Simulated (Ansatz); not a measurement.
**H4OSeSi: single points off equilibrium**

An exercise on one series of results from a longer session: the logs are not shown, and one member is left open.

Program: Ansatz 0.2.0, Gaussian basis. Level of theory: single points in def2-TZVPP. These are calculated values, not measurements.

Cores are frozen in the correlated methods. Filled d shells of the heavier atoms are correlated.

### The system as given

7 atoms, charge 0, spin multiplicity 1.

Atoms are counted from 1 here; the program's logs count them from 0.

Bond lengths: Si1–O2 1.546 Å, Si1–H4 1.482 Å, Si1–H5 1.514 Å, Si1–H6 1.224 Å, O2–Se3 1.957 Å, Se3–H7 1.180 Å. Angles: O2–Si1–H4 101.8°, O2–Si1–H5 108.5°, O2–Si1–H6 101.4°, H4–Si1–H5 109.7°, H4–Si1–H6 109.8°, H5–Si1–H6 123.1°, Si1–O2–Se3 134.8°, O2–Se3–H7 89.0°.

As a file:

| atom | x (Å) | y (Å) | z (Å) |
| --- | --- | --- | --- |
| Si1 | -0.7734 | 0.5726 | -0.1855 |
| O2 | 0.3680 | 0.0922 | 0.7408 |
| Se3 | 2.1243 | -0.7232 | 0.4574 |
| H4 | -1.2267 | -0.7004 | -0.7943 |
| H5 | -0.1819 | 1.4672 | -1.2540 |
| H6 | -1.5997 | 0.9608 | 0.6293 |
| H7 | 1.6232 | -1.7872 | 0.5534 |

The first run:

Input file run/in.yaml:

```yaml
crystal:
  periodic: [false, false, false]
  atoms:
    - {symbol: Si, position_ang: [-0.773400, 0.572600, -0.185500]}
    - {symbol: O, position_ang: [0.368000, 0.092200, 0.740800]}
    - {symbol: Se, position_ang: [2.124300, -0.723200, 0.457400]}
    - {symbol: H, position_ang: [-1.226700, -0.700400, -0.794300]}
    - {symbol: H, position_ang: [-0.181900, 1.467200, -1.254000]}
    - {symbol: H, position_ang: [-1.599700, 0.960800, 0.629300]}
    - {symbol: H, position_ang: [1.623200, -1.787200, 0.553400]}
basis:
  gaussian: {orbitals: def2-TZVPP}
correlation: {method: ccsd_t}
output: {forces: true}
```

No record of the launch command was kept for these runs.

Steps of the session up to this table: CCSD(T)/def2-TZVPP; PBE0-D4/def2-TZVPP; wB97M-V/def2-TZVPP; r2SCAN-D4/def2-TZVPP; PBE-D4/def2-TZVPP; r2SCAN0-D4/def2-TZVPP; r2SCANh-D4/def2-TZVPP.

One table of the session follows, with a row left open; its other results are not shown here.

```
    method  RMS force component (eV/Å)  angle to CCSD(T) forces (°)  dipole (D)
   CCSD(T)                       5.161                    reference        1.04
   PBE0-D4                           ?                            ?           ?
   wB97M-V                       5.150                          1.0        1.16
 r2SCAN-D4                       5.157                          1.4        0.87
    PBE-D4                       5.235                          2.5        0.88
r2SCAN0-D4                       5.149                          1.7        0.99
r2SCANh-D4                       5.154                          1.2        0.92
```

Estimate the missing values for PBE0-D4.

As computed: RMS force component (eV/Å): 5.204; angle to CCSD(T) forces (°): 1.1; dipole (D): 1.01. In the column «RMS force component (eV/Å)» it lies between CCSD(T) (5.161) and PBE-D4 (5.235).
